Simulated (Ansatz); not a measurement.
# C4H14Al2Cl2N2: basis-set convergence

Aim: see how fast density functionals converge with the basis set for C4H14Al2Cl2N2.

The runs use Ansatz 0.2.0, Gaussian basis; one geometry, several basis sets.

The runs, in order: PBE0-D4/def2-SVP; ωB97M-V/def2-SVP; PBE0-D4/def2-QZVPP; ωB97M-V/def2-QZVPP; the functionals' def2-TZVPP values are taken from earlier runs.

## Step 1: The geometry

An earlier PBE0-D4 in a triple-zeta def2 set relaxation fixed the geometry.

24 atoms, charge 0, spin multiplicity 1.

Atoms are counted from 1 here; the program's logs count them from 0.

Bond lengths: C1–C2 1.531 Å, C1–H11 1.093 Å, C1–H12 1.094 Å, C1–H13 1.095 Å, C2–Al3 1.953 Å, C2–H14 1.097 Å, C2–H15 1.099 Å, Al3–Cl4 2.129 Å, Al3–N5 1.943 Å, Al3–N10 1.947 Å, N5–Al6 1.947 Å, N5–H16 1.014 Å, N5–H17 1.015 Å, Al6–Cl7 2.129 Å, Al6–C8 1.953 Å, Al6–N10 1.943 Å, C8–C9 1.531 Å, C8–H18 1.099 Å and more. Angles: C2–C1–H11 111.4°, C2–C1–H12 112.4°, C2–C1–H13 111.9°, H11–C1–H12 107.3°, H11–C1–H13 106.8°, H12–C1–H13 106.8°, C1–C2–Al3 114.3°, C1–C2–H14 109.5°, C1–C2–H15 109.8°, Al3–C2–H14 108.8°, Al3–C2–H15 108.9°, H14–C2–H15 105.1°, C2–Al3–Cl4 120.8°, C2–Al3–N5 113.7°, C2–Al3–N10 112.8°, Cl4–Al3–N5 108.7°, Cl4–Al3–N10 108.0°, N5–Al3–N10 87.9° and more.

## Step 2: PBE0-D4 in def2-SVP

in.yaml reads:

```yaml
crystal:
  periodic: [false, false, false]
  atoms:
    - {symbol: C, position_ang: [-1.127916, -2.597553, 2.225413]}
    - {symbol: C, position_ang: [-0.014491, -1.616497, 1.850408]}
    - {symbol: Al, position_ang: [-0.622996, 0.216415, 1.562394]}
    - {symbol: Cl, position_ang: [-1.604981, 1.296058, 3.111918]}
    - {symbol: N, position_ang: [0.720893, 1.366645, 0.757556]}
    - {symbol: Al, position_ang: [-0.230704, 1.391875, -0.940577]}
    - {symbol: Cl, position_ang: [-0.880633, 3.386326, -1.302130]}
    - {symbol: C, position_ang: [0.677641, 0.367479, -2.332806]}
    - {symbol: C, position_ang: [1.972390, 1.006510, -2.840839]}
    - {symbol: N, position_ang: [-1.667895, 0.417402, -0.067820]}
    - {symbol: H, position_ang: [-1.635002, -2.292615, 3.144630]}
    - {symbol: H, position_ang: [-0.753017, -3.613343, 2.382854]}
    - {symbol: H, position_ang: [-1.895607, -2.660092, 1.447306]}
    - {symbol: H, position_ang: [0.752810, -1.615221, 2.634457]}
    - {symbol: H, position_ang: [0.501475, -1.967212, 0.945645]}
    - {symbol: H, position_ang: [1.661303, 0.989561, 0.727669]}
    - {symbol: H, position_ang: [0.783608, 2.280092, 1.196128]}
    - {symbol: H, position_ang: [0.885046, -0.643107, -1.953976]}
    - {symbol: H, position_ang: [-0.013441, 0.221612, -3.172217]}
    - {symbol: H, position_ang: [2.707438, 1.131592, -2.039111]}
    - {symbol: H, position_ang: [2.453576, 0.409619, -3.621447]}
    - {symbol: H, position_ang: [1.789378, 2.000094, -3.258430]}
    - {symbol: H, position_ang: [-1.949489, -0.446352, -0.517366]}
    - {symbol: H, position_ang: [-2.509374, 0.970703, 0.060342]}
basis:
  gaussian: {orbitals: def2-SVP}
hamiltonian: {xc: pbe0, dispersion: d4}
output: {orbitals: {seedname: orbitals}}
```

The run is started by

```
ansatz run in.yaml --threads 4 --pin off --events-out ev --progress --plain --max-ram 66560MiB --backend cpu
```

The runs that follow: ωB97M-V in def2-SVP; PBE0-D4 in def2-QZVPP; ωB97M-V in def2-QZVPP.

Q: Predict the results of all the runs planned. Wanted: PBE0-D4: double and triple zeta above quadruple; ωB97M-V: double and triple zeta above quadruple.

As calculated:

| quantity | value |
| --- | --- |
| PBE0-D4: double and triple zeta above quadruple | 22.96, 1.58 eV |
| ωB97M-V: double and triple zeta above quadruple | 23.14, 1.50 eV |

**Reading.** For PBE0-D4 the step from double to triple zeta gains 21.38 eV and the next only 1.58 eV. These are total energies; as a rule much of such shifts cancels in differences, which this series doesn't test. The LUMO of ωB97M-V is positive and keeps falling with the basis (1.96 to 0.81 eV): an unbound level that the basis holds in place.
